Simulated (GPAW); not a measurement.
Wanted: an ASE script for a GPAW 26.7.0 run.

```
Task                : relaxation of cell and atoms
Functional          : PBE
Potentials or basis : GPAW PAW data sets (gpaw-data 1.2.1)
Cutoff              : 800 eV
Basis               : pw
k mesh              : 5 × 5 × 5
Occupations         : fermi-dirac, width 0.05 eV
Spin                : no spin polarisation
Maxiter             : 150
Optimizer           : BFGS
Fmax                : 0.02 eV/Å
Max steps           : 60
Convergence         : density=1e-05 forces=0.0001
```

The system is Zr3MoC.

```
CELL_PARAMETERS angstrom
4.94251 0.00000 0.00000
0.00000 4.94251 0.00000
0.00000 0.00000 4.94251
ATOMIC_POSITIONS crystal
Zr 0.50000 0.00000 0.00000
Zr 0.00000 0.50000 0.00000
Zr 0.00000 0.00000 0.50000
Mo 0.00000 0.00000 0.00000
C 0.50000 0.50000 0.50000
```

The cell was built by a generator and needn't be a form met in nature.

One way to write it, as run:

run.py

```python
from ase import Atoms
from ase.filters import FrechetCellFilter
from ase.io import write
from ase.optimize import BFGS
from gpaw import GPAW, PW

atoms = Atoms(['Zr', 'Zr', 'Zr', 'Mo', 'C'],
              cell=[[4.94251, 0.0, 0.0],
                    [0.0, 4.94251, 0.0],
                    [0.0, 0.0, 4.94251]],
              scaled_positions=[[0.5, 0.0, 0.0],
                                [0.0, 0.5, 0.0],
                                [0.0, 0.0, 0.5],
                                [0.0, 0.0, 0.0],
                                [0.5, 0.5, 0.5]],
              pbc=True)

calc = GPAW(mode=PW(800),
            xc='PBE',
            kpts={'size': (5, 5, 5), 'gamma': True},
            occupations={'name': 'fermi-dirac', 'width': 0.05},
            nbands=49,
            convergence={'density': 1e-05, 'forces': 0.0001},
            maxiter=150,
            txt='gpaw.txt')
atoms.calc = calc
opt = BFGS(FrechetCellFilter(atoms), trajectory='relax.traj', logfile='-')
done = opt.run(fmax=0.02, steps=60)
calc.write('gs.gpw')
write('result.traj', atoms)
print('Converged:', done)
print('Cell:', atoms.cell.cellpar().round(4))
print('Volume:', round(atoms.get_volume(), 4))
print(atoms.get_scaled_positions().round(5))
```

Potentials or basis: GPAW PAW data sets (gpaw-data 1.2.1), pw.

Launch:

```console
$ OMP_NUM_THREADS=1 python run.py
```

Results of the run:

```yaml
Relaxed_volume: 24.24 Å³/atom
Relaxed_cell: a = 4.949 Å, b = 4.949 Å, c = 4.949 Å, α = 90.00°, β = 90.00°, γ = 90.00°
Space_group_after_relaxing_to_0.05_Å: Pm-3m (No. 221)
Energy_gained_by_relaxing: 0.1 meV/atom
Ionic_steps: 3
Pressure_after_relaxing: 0.0 GPa
Band_gap_on_the_k_mesh: none (metal or under the smearing width)
```

Caveat: later steps reuse the first step's grids.

Run time: 3 min on 1 thread of Arm Neoverse V2, on a shared host, peak memory 0.37 GiB.
